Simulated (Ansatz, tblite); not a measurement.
# The cluster Ti₂O₃+: a ladder of methods and basis sets

Aim: run the doublet of the cluster Ti₂O₃+ at one geometry on many levels, and compare frontier levels, spin and run time.

Computed with Ansatz 0.2.0, Gaussian basis. Level: as each input shows.

The runs, in order: GFN1-xTB, GFN2-xTB, PBE-D4/def2-TZVP, r2SCAN-D4/def2-TZVP, B3LYP-D4/def2-TZVP, CAM-B3LYP-D4/def2-TZVP, LC-ωPBE/def2-TZVP, PBE-D4/def2-SVP, PBE0-D4/def2-SVP, CCSD(T)/def2-SVP, MP2/def2-TZVP.

4 further runs of the same task are left out: 4 set aside as unsound or not needed.

## (1) The geometry

The doublet was relaxed beforehand with B3LYP-D4/def2-SVP. At that level it is the lowest of the isomers that a small search found.

5 atoms, charge 1, spin multiplicity 2.

Bond lengths: Ti1–O3 1.574 Å, Ti1–O4 1.901 Å, Ti1–O5 1.901 Å, Ti2–O4 1.739 Å, Ti2–O5 1.739 Å. Angles: O3–Ti1–O4 108.4°, O3–Ti1–O5 108.4°, O4–Ti1–O5 79.3°, O4–Ti2–O5 88.4°, Ti1–O4–Ti2 96.0°, Ti1–O5–Ti2 96.0°.

No spin-orbit coupling is included. The ion is computed in the gas phase, without counter-ions or solvent.

PBE0-D4/def2-TZVP was run before; its log isn't repeated, and its numbers join the tables.

## (2) GFN1-xTB

Tight binding, by tblite at 300 K electronic temperature and without a spin-polarisation term:

```python
tblite.interface.Calculator('GFN1-xTB', numbers, positions, charge=1, uhf=1).singlepoint()
```

Energy -438.0487 eV; 0.012 s.

## (3) GFN2-xTB

Tight binding, by tblite at 300 K electronic temperature and without a spin-polarisation term:

```python
tblite.interface.Calculator('GFN2-xTB', numbers, positions, charge=1, uhf=1).singlepoint()
```

Energy -405.7532 eV; 0.01 s.

## (4) PBE-D4/def2-TZVP

start.molden holds the orbitals of an earlier run on this state, given as this run's starting guess.

File in.yaml:

```yaml
crystal:
  periodic: [false, false, false]
  atoms:
    - {symbol: Ti, position_ang: [0.487943, -0.878087, 0.286200]}
    - {symbol: Ti, position_ang: [-1.236786, 0.948472, -0.722636]}
    - {symbol: O, position_ang: [1.712564, -0.191020, 0.998178]}
    - {symbol: O, position_ang: [0.128639, 0.058023, -1.328751]}
    - {symbol: O, position_ang: [-1.092371, 0.062601, 0.767008]}
basis:
  gaussian: {orbitals: def2-TZVP, initial_orbitals: start.molden}
total_charge: 1
magnetization: {spin_polarized: true, initial_magnetization: 1}
hamiltonian: {xc: pbe, dispersion: d4}
scf: {omitted_lower_state_checks: [starts]}
output: {forces: true, orbitals: {seedname: orbitals}}
```

Command:

```sh
> ansatz run in.yaml --threads 4 --pin off --events-out ev --progress --plain --max-ram 4787MiB
```

The program printed:

```text
Functional definition: PBE
  name "PBE"
  cite "Perdew, Burke & Ernzerhof, Phys. Rev. Lett. 77, 3865 (1996) doi:10.1103/PhysRevLett.77.3865"
  parent pbe
  parameter kappa = 0.804
  parameter beta = 0.06672455060314922
  exchange = pbe_x(kappa = kappa, mu = beta*pi^2/3)
  correlation = pbe_c(beta = beta)
these checks for a lower state are left out or cut short: starts
1279 factors; their error is unknown
mean field evaluation 1: about -52354.7850 eV, gradient 9.1e0 eV
mean field evaluation 2: about -52355.1035 eV, gradient 4.1e-1 eV
mean field evaluation 4: about -52355.1029 eV, gradient 1.1e-1 eV
mean field evaluation 8: about -52355.1030 eV, gradient 1.4e-5 eV
mean field -52355.10296705 eV, -1924.0145464758 hartree, gradient 1.4e-5 eV, S^2 0.754808; 0 other end points of the search recorded, 0 dependent functions left out
the calculation of the forces begins
reference -52355.10302458 eV, -1924.0145485900 hartree; 34, 33 occupied and 149, 150 virtual orbitals, 1279 factors
Total energy: -52355.26154157 eV, -1924.0203739819 hartree
Atom 0 at     0.487943    -0.878087     0.286200 Å, force    -0.804196    -0.910578    -0.466544 eV/Å
Atom 1 at    -1.236786     0.948472    -0.722636 Å, force     0.053836    -0.064415     0.031506 eV/Å
Atom 2 at     1.712564    -0.191020     0.998178 Å, force     1.043991     0.626377     0.606872 eV/Å
Atom 3 at     0.128639     0.058023    -1.328751 Å, force     0.043122     0.173596    -0.411927 eV/Å
Atom 4 at    -1.092371     0.062601     0.767008 Å, force    -0.336752     0.175020     0.240093 eV/Å
Dipole moment:    -0.983877    -0.043405    -0.573122 e Å
Checks for a lower state left out: starts
```

Run time: 6.5 s. Hardware: 4 threads of Intel Xeon at 2.50GHz, shared host.

From the report: HOMO -9.70 eV, LUMO -8.60 eV (over both spins); ⟨S²⟩ 0.755 (pure: 0.75).

## (5) r2SCAN-D4/def2-TZVP

in.yaml, as its differences from that of step 4:

```diff
@@ -12,4 +12,4 @@
 magnetization: {spin_polarized: true, initial_magnetization: 1}
-hamiltonian: {xc: pbe, dispersion: d4}
+hamiltonian: {xc: r2scan, dispersion: d4}
 scf: {omitted_lower_state_checks: [starts]}
-output: {forces: true, orbitals: {seedname: orbitals}}
+output: {orbitals: {seedname: orbitals}}
```

The command is unchanged.

The program printed:

```text
Functional definition: r2SCAN
  name "r2SCAN"
  cite "Furness, Kaplan, Ning, Perdew & Sun, J. Phys. Chem. Lett. 11, 8208 (2020) doi:10.1021/acs.jpclett.0c02405"
  cite "Furness, Kaplan, Ning, Perdew & Sun, J. Phys. Chem. Lett. 11, 9248 (2020) doi:10.1021/acs.jpclett.0c03077"
  parent r2scan
  parameter k0 = 0.174
  parameter k1 = 0.065
  parameter a1 = 4.9479
  exchange = r2scan_x(k0 = k0, k1 = k1, a1 = a1)
  correlation = r2scan_c
these checks for a lower state are left out or cut short: starts
1279 factors; their error is unknown
mean field evaluation 1: about -52368.3500 eV, gradient 5.2e0 eV
mean field evaluation 2: about -52368.4727 eV, gradient 1.9e-1 eV
mean field evaluation 4: about -52368.4631 eV, gradient 4.1e-3 eV
mean field evaluation 8: about -52368.4631 eV, gradient 6.1e-5 eV
mean field -52368.46308635 eV, -1924.5055218043 hartree, gradient 1.9e-5 eV, S^2 0.756936; 0 other end points of the search recorded, 0 dependent functions left out
reference -52368.46310516 eV, -1924.5055224953 hartree; 34, 33 occupied and 149, 150 virtual orbitals, 1279 factors
Total energy: -52368.49567755 eV, -1924.5067195086 hartree
Checks for a lower state left out: starts
```

Run time: 15 s. Hardware: 4 threads of Intel Xeon at 2.50GHz, shared host.

Report: HOMO -10.11 eV, LUMO -8.28 eV (over both spins); ⟨S²⟩ 0.757 (pure: 0.75).

## (6) B3LYP-D4/def2-TZVP

in.yaml, as its differences from that of step 5:

```diff
@@ -12,3 +12,3 @@
 magnetization: {spin_polarized: true, initial_magnetization: 1}
-hamiltonian: {xc: r2scan, dispersion: d4}
+hamiltonian: {xc: {name: B3LYP}, dispersion: d4}
 scf: {omitted_lower_state_checks: [starts]}
```

Launched as before.

The program printed (excerpt; [...] marks lines left out):

```text
Functional definition: B3LYP
  name "B3LYP"
  cite "Stephens, Devlin, Chabalowski & Frisch, J. Phys. Chem. 98, 11623 (1994) doi:10.1021/j100096a001"
  cite "Becke, Phys. Rev. A 38, 3098 (1988) doi:10.1103/PhysRevA.38.3098"
  cite "Lee, Yang & Parr, Phys. Rev. B 37, 785 (1988) doi:10.1103/PhysRevB.37.785"
  cite "Vosko, Wilk & Nusair, Can. J. Phys. 58, 1200 (1980) doi:10.1139/p80-159"
[...]
1379 factors; their error is unknown
[...]
mean field -52372.91662382 eV, -1924.6691862875 hartree, gradient 3.7e-6 eV, S^2 0.754635; 0 other end points of the search recorded, 0 dependent functions left out
reference -52372.91687875 eV, -1924.6691956560 hartree; 34, 33 occupied and 149, 150 virtual orbitals, 1379 factors
Total energy: -52373.17944883 eV, -1924.6788449285 hartree
Checks for a lower state left out: starts
```

It took 23 s on 4 threads of Intel Xeon at 2.50GHz, shared host; peak memory 1 GiB.

HOMO -11.12 eV, LUMO -7.68 eV (over both spins); ⟨S²⟩ 0.755 (pure: 0.75).

## (7) CAM-B3LYP-D4/def2-TZVP

in.yaml, as its differences from that of step 6:

```diff
@@ -12,3 +12,3 @@
 magnetization: {spin_polarized: true, initial_magnetization: 1}
-hamiltonian: {xc: {name: B3LYP}, dispersion: d4}
+hamiltonian: {xc: {name: CAM-B3LYP}, dispersion: d4}
 scf: {omitted_lower_state_checks: [starts]}
```

Same command.

The program printed (excerpt; [...] marks lines left out):

```text
Functional definition: CAM-B3LYP
  name "CAM-B3LYP"
  cite "Yanai, Tew & Handy, Chem. Phys. Lett. 393, 51 (2004) doi:10.1016/j.cplett.2004.06.011"
  cite "Iikura, Tsuneda, Yanai & Hirao, J. Chem. Phys. 115, 3540 (2001) doi:10.1063/1.1383587"
  cite "Becke, Phys. Rev. A 38, 3098 (1988) doi:10.1103/PhysRevA.38.3098"
  cite "Lee, Yang & Parr, Phys. Rev. B 37, 785 (1988) doi:10.1103/PhysRevB.37.785"
  cite "Vosko, Wilk & Nusair, Can. J. Phys. 58, 1200 (1980) doi:10.1139/p80-159"
[...]
  # Exact exchange under (alpha + beta erf(omega r))/r, Becke's under what is left of 1/r.
[...]
1379 factors; their error is unknown
293 factors; integrals over basis functions are off by at most 1.1e-5 eV
[...]
mean field -52371.64299666 eV, -1924.6223813526 hartree, gradient 2.1e-5 eV, S^2 0.754571; 0 other end points of the search recorded, 0 dependent functions left out
reference -52371.64312008 eV, -1924.6223858882 hartree; 34, 33 occupied and 149, 150 virtual orbitals, 1379 factors
Total energy: -52371.78091886 eV, -1924.6274499000 hartree
Checks for a lower state left out: starts
```

Wall time 28 s (4 threads of Intel Xeon at 2.50GHz, shared host); peak memory 1.1 GiB.

HOMO -12.91 eV, LUMO -6.42 eV (over both spins); ⟨S²⟩ 0.755 (pure: 0.75).

## (8) LC-ωPBE/def2-TZVP

in.yaml, as its differences from that of step 7:

```diff
@@ -12,3 +12,3 @@
 magnetization: {spin_polarized: true, initial_magnetization: 1}
-hamiltonian: {xc: {name: CAM-B3LYP}, dispersion: d4}
+hamiltonian: {xc: {name: LC-wPBE}}
 scf: {omitted_lower_state_checks: [starts]}
```

Same command.

The program printed (excerpt; [...] marks lines left out):

```text
Functional definition: LC-wPBE
  name "LC-wPBE"
  cite "Vydrov & Scuseria, J. Chem. Phys. 125, 234109 (2006) doi:10.1063/1.2409292"
  cite "Heyd & Scuseria, J. Chem. Phys. 120, 7274 (2004) doi:10.1063/1.1668634"
  cite "Ernzerhof & Perdew, J. Chem. Phys. 109, 3313 (1998) doi:10.1063/1.476928"
  cite "Perdew, Burke & Ernzerhof, Phys. Rev. Lett. 77, 3865 (1996) doi:10.1103/PhysRevLett.77.3865"
  parent pbe
[...]
1279 factors; their error is unknown
361 factors; integrals over basis functions are off by at most 1.7e-5 eV
[...]
mean field -52358.07281618 eV, -1924.1236864182 hartree, gradient 4.4e-6 eV, S^2 0.755321; 0 other end points of the search recorded, 0 dependent functions left out
reference -52358.07281619 eV, -1924.1236864185 hartree; 34, 33 occupied and 149, 150 virtual orbitals, 1279 factors
Total energy: -52358.07281619 eV, -1924.1236864185 hartree
Checks for a lower state left out: starts
```

It took 21 s on 4 threads of Intel Xeon at 2.50GHz, shared host; peak memory 0.71 GiB.

HOMO -14.22 eV, LUMO -4.97 eV (over both spins); ⟨S²⟩ 0.755 (pure: 0.75).

## (9) PBE-D4/def2-SVP

in.yaml, as its differences from that of step 8:

```diff
@@ -9,6 +9,6 @@
 basis:
-  gaussian: {orbitals: def2-TZVP, initial_orbitals: start.molden}
+  gaussian: {orbitals: def2-SVP, initial_orbitals: start.molden}
 total_charge: 1
 magnetization: {spin_polarized: true, initial_magnetization: 1}
-hamiltonian: {xc: {name: LC-wPBE}}
+hamiltonian: {xc: pbe, dispersion: d4}
 scf: {omitted_lower_state_checks: [starts]}
```

Launched as before.

The program printed:

```text
Functional definition: PBE
  name "PBE"
  cite "Perdew, Burke & Ernzerhof, Phys. Rev. Lett. 77, 3865 (1996) doi:10.1103/PhysRevLett.77.3865"
  parent pbe
  parameter kappa = 0.804
  parameter beta = 0.06672455060314922
  exchange = pbe_x(kappa = kappa, mu = beta*pi^2/3)
  correlation = pbe_c(beta = beta)
these checks for a lower state are left out or cut short: starts
1189 factors; their error is unknown
mean field evaluation 1: about -52341.4023 eV, gradient 9.5e0 eV
mean field evaluation 2: about -52341.9098 eV, gradient 4.8e-1 eV
mean field evaluation 4: about -52341.8835 eV, gradient 1.2e-1 eV
mean field evaluation 8: about -52341.8836 eV, gradient 1.6e-5 eV
mean field -52341.88363076 eV, -1923.5287448273 hartree, gradient 1.4e-5 eV, S^2 0.755205; 0 other end points of the search recorded, 0 dependent functions left out
reference -52341.88374042 eV, -1923.5287488572 hartree; 34, 33 occupied and 70, 71 virtual orbitals, 1189 factors
Total energy: -52342.04225741 eV, -1923.5345742492 hartree
Checks for a lower state left out: starts
```

Run time: 5.5 s. Hardware: 4 threads of Intel Xeon at 2.50GHz, shared host.

Report: HOMO -9.60 eV, LUMO -8.51 eV (over both spins); ⟨S²⟩ 0.755 (pure: 0.75).

## (10) PBE0-D4/def2-SVP

in.yaml, as its differences from that of step 9:

```diff
@@ -12,3 +12,3 @@
 magnetization: {spin_polarized: true, initial_magnetization: 1}
-hamiltonian: {xc: pbe, dispersion: d4}
+hamiltonian: {xc: pbe0, dispersion: d4}
 scf: {omitted_lower_state_checks: [starts]}
```

Same command.

The program printed (excerpt; [...] marks lines left out):

```text
Functional definition: PBE0
  name "PBE0"
  cite "Adamo & Barone, J. Chem. Phys. 110, 6158 (1999) doi:10.1063/1.478522"
  cite "Perdew, Burke & Ernzerhof, Phys. Rev. Lett. 77, 3865 (1996) doi:10.1103/PhysRevLett.77.3865"
  parent pbe
[...]
1080 factors; integrals over basis functions are off by at most 1.0e-3 eV
[...]
mean field -52341.35296859 eV, -1923.5092433525 hartree, gradient 1.2e-5 eV, S^2 0.756869; 0 other end points of the search recorded, 0 dependent functions left out
reference -52341.35306209 eV, -1923.5092467883 hartree; 34, 33 occupied and 70, 71 virtual orbitals, 1080 factors
Total energy: -52341.48611887 eV, -1923.5141365351 hartree
Checks for a lower state left out: starts
```

Wall time 10 s (4 threads of Intel Xeon at 2.50GHz, shared host).

Report: HOMO -11.40 eV, LUMO -7.22 eV (over both spins); ⟨S²⟩ 0.757 (pure: 0.75).

## (11) CCSD(T)/def2-SVP

in.yaml, as its differences from that of step 10:

```diff
@@ -12,4 +12,4 @@
 magnetization: {spin_polarized: true, initial_magnetization: 1}
-hamiltonian: {xc: pbe0, dispersion: d4}
-scf: {omitted_lower_state_checks: [starts]}
+correlation: {method: ccsd_t}
+scf: {omitted_lower_state_checks: [starts, cluster_reference]}
 output: {orbitals: {seedname: orbitals}}
```

Same command.

The program printed (excerpt; [...] marks lines left out):

```text
Functional definition: HF
  name "HF"
  cite "Fock, Z. Phys. 61, 126 (1930) doi:10.1007/BF01340294"
  parent pbe
[...]
1080 factors; integrals over basis functions are off by at most 1.0e-3 eV
[...]
mean field -52270.64176237 eV, -1920.9106544535 hartree, gradient 2.9e-6 eV, S^2 0.761863; 0 other end points of the search recorded, 0 dependent functions left out
13 core orbitals not correlated: weight in the atoms' cores, before any rotation towards them, 1.000 or more for the frozen orbitals, at most 0.000 for the correlated occupied ones
reference -52270.64176237 eV, -1920.9106544535 hartree; 21, 20 occupied and 70, 71 virtual orbitals, 1080 factors
second order -31.60834973 eV of doubles, -0.00000000 eV of singles
cycle   1  -27.64199360 eV  change     4.0e0 eV  update   3.8e-1
[...]
cycle  24  -30.40372124 eV  change    8.4e-6 eV  update   4.4e-5
perturbative correction -2.01770124 eV, -0.0741491528 hartree
Total energy: -52303.06318485 eV, -1922.1021197535 hartree
Checks for a lower state left out: starts, cluster_reference
```

Wall time 39 s (4 threads of Intel Xeon at 2.50GHz, shared host); peak memory 0.85 GiB.

From the report: Hartree-Fock HOMO -16.55 eV, LUMO -4.83 eV (over both spins); ⟨S²⟩ 0.762 (pure: 0.75); T1 0.037.

## (12) MP2/def2-TZVP

in.yaml, as its differences from that of step 11:

```diff
@@ -9,7 +9,7 @@
 basis:
-  gaussian: {orbitals: def2-SVP, initial_orbitals: start.molden}
+  gaussian: {orbitals: def2-TZVP, initial_orbitals: start.molden}
 total_charge: 1
 magnetization: {spin_polarized: true, initial_magnetization: 1}
-correlation: {method: ccsd_t}
-scf: {omitted_lower_state_checks: [starts, cluster_reference]}
+correlation: {method: mp2}
+scf: {omitted_lower_state_checks: [starts]}
 output: {orbitals: {seedname: orbitals}}
```

The command is unchanged.

The program printed:

```text
Functional definition: HF
  name "HF"
  cite "Fock, Z. Phys. 61, 126 (1930) doi:10.1007/BF01340294"
  parent pbe
  exchange = exact_x
  correlation = 0
these checks for a lower state are left out or cut short: starts
1422 factors; integrals over basis functions are off by at most 1.1e-3 eV
mean field evaluation 1: about -52282.0632 eV, gradient 2.6e1 eV
mean field evaluation 2: about -52284.3363 eV, gradient 3.0e0 eV
mean field evaluation 4: about -52284.4695 eV, gradient 2.4e-1 eV
mean field evaluation 8: about -52284.4706 eV, gradient 2.4e-4 eV
mean field -52284.47061553 eV, -1921.4188554335 hartree, gradient 3.1e-6 eV, S^2 0.761157; 0 other end points of the search recorded, 0 dependent functions left out
13 core orbitals not correlated: weight in the atoms' cores, before any rotation towards them, 1.000 or more for the frozen orbitals, at most 0.000 for the correlated occupied ones
reference -52284.47061553 eV, -1921.4188554335 hartree; 21, 20 occupied and 149, 150 virtual orbitals, 1422 factors
second order -39.70476138 eV of doubles, -0.00000000 eV of singles
Total energy: -52324.17537691 eV, -1922.8779785014 hartree
Checks for a lower state left out: starts
```

Run time: 15 s. Hardware: 4 threads of Intel Xeon at 2.50GHz, shared host; peak memory 0.55 GiB.

Hartree-Fock HOMO -16.41 eV, LUMO -4.95 eV (over both spins); ⟨S²⟩ 0.761 (pure: 0.75).

## (13) Levels side by side

```tsv
level	functions	HOMO (eV)	LUMO (eV)	gap (eV)	⟨S²⟩	time
PBE-D4/def2-SVP	104	-9.60	-8.51	1.09	0.755	5.5 s
PBE-D4/def2-TZVP	183	-9.70	-8.60	1.10	0.755	6.5 s
r2SCAN-D4/def2-TZVP	183	-10.11	-8.28	1.83	0.757	15 s
B3LYP-D4/def2-TZVP	183	-11.12	-7.68	3.44	0.755	23 s
PBE0-D4/def2-SVP	104	-11.40	-7.22	4.17	0.757	10 s
PBE0-D4/def2-TZVP	183	-11.39	-7.22	4.17	0.756	24 s
CAM-B3LYP-D4/def2-TZVP	183	-12.91	-6.42	6.49	0.755	28 s
LC-ωPBE/def2-TZVP	183	-14.22	-4.97	9.25	0.755	21 s
```

The pieces so far (eV):

```tsv
basis	HF	MP2 correlation	CCSD correlation	(T)	total
def2-SVP	-52270.6418	-31.6083	-30.4037	-2.0177	-52303.0632
def2-TZVP	-52284.4706	-39.7048			-52324.1754 (MP2)
```

The correlation energy is far from converged in these sets, so it jumps between bases; where outer-core shells are correlated, the sets cover them unevenly.

## (14) What came out

```
                                                  quantity                                value
 gap in def2-TZVP, named functionals, smallest and largest  1.10 eV (PBE-D4), 9.25 eV (LC-ωPBE)
                      correlation energy, CCSD(T)/def2-SVP                            -32.42 eV
                         correlation energy, MP2/def2-TZVP                            -39.70 eV
⟨S²⟩ in def2-TZVP, named functionals, smallest and largest                         0.755, 0.757
           PBE0 total energy, smallest basis above largest       13.26 eV (def2-SVP, def2-TZVP)
```

**Reading.** Orbital gaps of the named functionals in def2-TZVP span 1.10 eV (PBE-D4) to 9.25 eV (LC-ωPBE); exact exchange widens it. Over the named functionals in def2-TZVP spin contamination reaches 0.01 (r2SCAN-D4), which is small.

The slowest run with a step of its own, CCSD(T)/def2-SVP, took 39 s; the quickest functional in def2-TZVP took 6.5 s (shared host).
